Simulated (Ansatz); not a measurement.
## GaGe3 in Ansatz: convergence with xc grid

Input of the first run (xc grid 1); the others differ in this setting and in those tied to it:

input.yaml

```yaml
crystal:
  lattice:
    - [0.0, 3.387167, 3.387167]
    - [3.387167, 0.0, 3.387167]
    - [3.387167, 3.387167, 0.0]
  atoms:
    - { symbol: Ge, position: [0.5, 0.5, 0.5] }
    - { symbol: Ge, position: [0.75, 0.75, 0.75] }
    - { symbol: Ge, position: [0.25, 0.25, 0.25] }
    - { symbol: Ga, position: [0.0, 0.0, 0.0] }
hamiltonian:
  xc: pbesol
  pseudopotentials: { kind: paw_fr }
magnetization:
  noncollinear: true
  spin_orbit: true
kpoints:
  mp_grid: { grid: [6, 6, 6] }
scf:
  occupations: { method: methfessel_paxton, width: 0.1 }
output:
  forces: true
  stress: true
  eigenvalues: true
basis:
  xc_grid: 1
```

Potentials or basis: Ansatz PAW.

Launch:

```console
$ ansatz run input.yaml --threads 2 --pin off --max-ram 5632MiB --backend cpu --events-out ev --progress --plain --runs-dir out
```

The cell comes from a database or a generator and needn't be the stable form of this composition.

Hardware: 2 threads of Arm Neoverse V2, on a shared host.

| xc grid | energy less the tightest run, at zero smearing (meV/atom) | SCF cycles | CPU time (s) | peak memory (GiB) |
| --- | --- | --- | --- | --- |
| 1 | 0.00 | 8 | 14 | 0.61 |
| 2 | 0.00 | 8 | 14 | 0.62 |
| 3 | 0.00 | 8 | 15 | 0.66 |
| 4 | 0.00 | 8 | 16 | 0.71 |
| 5 | 0.00 | 8 | 17 | 0.82 |

Against the tightest run, the energy stays within 1 meV/atom from 1 on. The tightest run that finished is the yardstick and may itself not be fully converged.
